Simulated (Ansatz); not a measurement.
# C2H7AlSSi: one species, many methods

How much do the methods differ for C2H7AlSSi? The plan is to run it at one geometry with functionals of several rungs and with coupled cluster. The yardstick is the atomisation energy at the CCSD(T) limit.

Method: functionals in def2-TZVPP, the program's frozen cores in correlated methods; program: Ansatz 0.2.0, Gaussian basis.

Plan: LDA (SPW92), PBE-D4, revPBE-D4, BLYP-D4, r2SCAN-D4, B97M-V, PBE0-D4, B3LYP-D4, r2SCANh-D4, r2SCAN0-D4, HSE06-D4, BHLYP-D4, CAM-B3LYP-D4, LC-ωPBE, ωB97X-V, ωB97M-V, B2PLYP, PBE-QIDH; CCSD(T)/def2-SVP; CCSD(T)/def2-TZVPP; MP2/def2-QZVPP; extrapolation to the limit; RPA on PBE.

**1. The relaxed structure**

An earlier PBE0-D4 in a triple-zeta def2 set relaxation fixed the geometry.

SMILES `[SiH3]C[CH]1[AlH][S]1`, 12 atoms, charge 0, spin multiplicity 1.

Atoms are counted from 1 here; the program's logs count them from 0.

Bond lengths: Si1–C2 1.886 Å, Si1–H6 1.485 Å, Si1–H7 1.490 Å, Si1–H8 1.489 Å, C2–C3 1.515 Å, C2–H9 1.095 Å, C2–H10 1.097 Å, C3–Al4 1.923 Å, C3–S5 1.924 Å, C3–H11 1.090 Å, Al4–S5 2.116 Å, Al4–H12 1.570 Å. Angles: C2–Si1–H6 111.7°, C2–Si1–H7 110.1°, C2–Si1–H8 109.0°, H6–Si1–H7 108.5°, H6–Si1–H8 108.8°, H7–Si1–H8 108.6°, Si1–C2–C3 113.8°, Si1–C2–H9 108.6°, Si1–C2–H10 107.6°, C3–C2–H9 111.5°, C3–C2–H10 108.8°, H9–C2–H10 106.3°, C2–C3–Al4 126.3°, C2–C3–S5 114.3°, C2–C3–H11 111.8°, Al4–C3–S5 66.8°, Al4–C3–H11 118.5°, S5–C3–H11 107.9° and more.

**2. LDA**

This LDA is Slater exchange with PW92 correlation.

Input file in.yaml:

```yaml
crystal:
  periodic: [false, false, false]
  atoms:
    - {symbol: Si, position_ang: [-1.039150, -0.844285, 1.390497]}
    - {symbol: C, position_ang: [0.518336, -0.275324, 0.491090]}
    - {symbol: C, position_ang: [0.289571, 0.074137, -0.965183]}
    - {symbol: Al, position_ang: [1.143286, 1.492924, -1.943515]}
    - {symbol: S, position_ang: [-0.851879, 1.597428, -1.245074]}
    - {symbol: H, position_ang: [-2.030605, 0.253278, 1.521657]}
    - {symbol: H, position_ang: [-0.693104, -1.334157, 2.754271]}
    - {symbol: H, position_ang: [-1.660192, -1.962096, 0.627225]}
    - {symbol: H, position_ang: [0.952946, 0.565869, 1.041834]}
    - {symbol: H, position_ang: [1.250310, -1.090964, 0.547909]}
    - {symbol: H, position_ang: [-0.128117, -0.764217, -1.522656]}
    - {symbol: H, position_ang: [2.325497, 2.232207, -2.664155]}
basis:
  gaussian: {orbitals: def2-TZVPP}
hamiltonian: {xc: lda}
output: {orbitals: {seedname: orbitals}}
```

Run with:

```sh
$ ansatz run in.yaml --threads 4 --pin off --events-out ev --progress --plain --max-ram 10444MiB
```

After this run come: PBE-D4 (GGA); revPBE-D4 (GGA); BLYP-D4 (GGA); r2SCAN-D4 (meta-GGA); B97M-V (meta-GGA); B3LYP-D4 (hybrid); r2SCANh-D4 (hybrid); r2SCAN0-D4 (hybrid); HSE06-D4 (hybrid); BHLYP-D4 (hybrid); CAM-B3LYP-D4 (range-separated); LC-ωPBE (range-separated); ωB97X-V (range-separated); ωB97M-V (range-separated); B2PLYP (double hybrid); PBE-QIDH (double hybrid); CCSD(T) in def2-SVP; CCSD(T) in def2-TZVPP; MP2 in def2-QZVPP; RPA on PBE orbitals.

Before running them: what should the planned runs give, taken together? Wanted: atomisation energy, CCSD(T)/CBS; farthest beyond LDA; mean size of error, GGA; mean size of error, meta-GGA; mean size of error, hybrid; mean size of error, range-separated; mean size of error, double hybrid; gap, smallest and largest; T1 diagnostic.

The runs gave:

```
                               quantity                                                                               value
        atomisation energy, CCSD(T)/CBS                                                                           41.570 eV
    functionals within 0.208 eV (0.5 %)  r2SCAN-D4, PBE0-D4, B3LYP-D4, r2SCANh-D4, HSE06-D4, CAM-B3LYP-D4, ωB97X-V, ωB97M-V
                    farthest beyond LDA                                                                BHLYP-D4 (-1.010 eV)
                mean size of error, GGA                                                                            0.424 eV
           mean size of error, meta-GGA                                                                            0.309 eV
             mean size of error, hybrid                                                                            0.252 eV
    mean size of error, range-separated                                                                            0.202 eV
      mean size of error, double hybrid                                                                            0.447 eV
              gap, smallest and largest                                            3.25 eV (LDA (SPW92)), 9.67 eV (LC-ωPBE)
                          T1 diagnostic                                                                              0.0133
triples share of the correlation energy                                                                               4.4 %
```

LDA overbinds by 5.391 eV (13 %). PBE-D4 is off by +0.400 eV. Double hybrids carry the basis error of their MP2 part in triple zeta, and no dispersion term here, so their miss is partly the set-up's. Taken by rung, range-separated functionals do best (0.202 eV on average) and double hybrid ones worst beyond LDA (0.447 eV). GGA functionals lie within the reference's doubt of that worst mean (0.424 eV), so those two tie. The gap between the best rungs is small, so their order is not settled. The reference freezes the cores and leaves out relativity and excitations past (T), so misses under about 0.208 eV can't be ranked. Hartree-Fock recovers 74 % of the binding; the rest is correlation. CCSD(T) in def2-SVP is off by -2.443 eV, more than most functionals: a good method in a small basis is no reference. The gap grows from 3.3 to 9.7 eV across the functionals, mostly with the share of exact exchange.
